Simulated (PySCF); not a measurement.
# C4H12Ge (n-Butylgermane): the cost of one run

Computed with PySCF 2.14.0 and routines of our own; the level stands in each step. Atoms count from 0.

### Step 1. The system as given

17 atoms, charge 0, multiplicity 1; geometry from: GFN2-xTB.

### Step 2. Relaxing the molecule at PBE0-D3(BJ)/def2-SVP

What the job is given:

```
{"job": {"xc": "PBE0", "basis": "def2-SVP", "d3": "d3bj", "grid": 1, "maxiter": 30, "shake": 0.01, "kind": "geom"}, "charge": 0, "multiplicity": 1}
C      2.414360     0.478260    -0.045710
C      0.953270     0.324510     0.425630
C      0.243500    -0.841860    -0.268630
C     -1.144760    -1.002560     0.203270
Ge    -2.334560     0.541630    -0.207890
H      2.861290     1.351130     0.448360
H      2.428070     0.682750    -1.122240
H      2.993630    -0.384620     0.154130
H      0.393100     1.250260     0.240230
H      0.945190     0.166730     1.518760
H      0.811440    -1.763680    -0.053430
H      0.281440    -0.673350    -1.334310
H     -1.642200    -1.873480    -0.283790
H     -1.215580    -1.192180     1.288970
H     -2.186680     1.664810     0.775260
H     -2.042270     1.110060    -1.551570
H     -3.775760     0.173430    -0.176860
```

Command:

```
$ OMP_NUM_THREADS=1 python heavy_run.py task.json out
```

One launch serves the whole session: the jobs run in the order shown.

Q: Estimate the wall time and peak memory of this first job on 1 thread of Intel Xeon at 2.50GHz, shared host.

About 3.4 min, with a peak of 0.59 GiB.
